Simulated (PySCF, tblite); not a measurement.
# C6H6F radical: geometry, infrared bands and EPR parameters

What infrared bands and EPR parameters should C6H6F radical (`F[C@@]12C=C[C@@H]1[CH]C2`) show?

Programs: tblite 0.8.0 and PySCF 2.14.0, with density-fitted response routines of our own. Each step states its level of theory. These are calculated values for one molecule in the gas phase, unless marked as measured. Atoms count from 0, in the outputs and in this text.

### 1 Starting geometry

13 atoms, charge 0, multiplicity 2; geometry from: force field or distance geometry start.

Bonds of the start (Å): F0–C1 1.36, C1–C2 1.48, C2–C3 1.32, C3–C4 1.46, C4–C5 1.50, C5–C6 1.51, C4–C1 1.50, C6–C1 1.49, C2–H7 1.07, C3–H8 1.11, C4–H9 1.09, C5–H10 1.13, C6–H11 1.12, C6–H12 1.11.

### 2 Geometry optimisation with GFN2-xTB

What the job is given:

```
{"job": {"kind": "relax", "xc": "GFN2-xTB", "basis": "xTB"}, "charge": 0, "multiplicity": 2}
F     -0.072700     0.745100    -2.010300
C     -0.002600     0.072500    -0.833600
C      1.330600    -0.395300    -0.400000
C      1.298200     0.373600     0.674900
C     -0.026500     0.920700     0.406900
C     -1.219000     0.163900     0.897500
C     -1.205900    -0.665400    -0.367900
H      2.058900    -1.071300    -0.792200
H      2.009700     0.532700     1.515900
H     -0.131200     2.000300     0.271500
H     -0.933400    -0.419000     1.818100
H     -1.001400    -1.760300    -0.214500
H     -2.109200    -0.496900    -0.984100
```

On the command line:

```console
OMP_NUM_THREADS=1 python probes_run.py task.json out
```

This one command runs all jobs of the session in turn.

**Question.** This job is followed by: GFN2-xTB harmonic vibrations, gas phase; UKS B3LYP, pcH-1 on C F H, non-relativistic, mean-field spin-orbit, GIAO. What will the session give for the following? strongest single infrared mode (GFN2-xTB); zero-point energy (GFN2-xTB); g(iso) (B3LYP); ⟨S²⟩; largest a(iso); potential on the surface of density 0.002 e/bohr³, 1st and 99th percentile.

The runs gave:

| quantity | value |
| --- | --- |
| strongest single infrared mode (GFN2-xTB) | 1286 cm⁻¹, 149 km/mol |
| zero-point energy (GFN2-xTB) | 60.8 kcal/mol |
| g(iso) (B3LYP) | 2.00264 |
| ⟨S²⟩ | 0.754 (exact 0.75) |
| largest a(iso) | 13C on C5, 127.4 MHz |
| potential on the surface of density 0.002 e/bohr³, 1st and 99th percentile | -1.04 V and 1.00 V |

**Reading.** Relaxing lowered the energy by 0.673 eV in 46 steps; the close pair that moved most is C3–C4, from 1.458 to 1.522 Å. No mode is imaginary among the 33: a minimum at this level. The strongest single mode, at 1286 cm⁻¹, moves mainly C1. GFN2-xTB is a fitted tight-binding method: band positions and strengths are rough. Its intensities can rank the bands wrongly. Most of the unpaired spin sits on C5 (0.99 e). The isotropic g lies 0.3 ppt above the free-electron value. The conformer search found further structures of the same energy, which may be mirror or relabelled copies of this one.
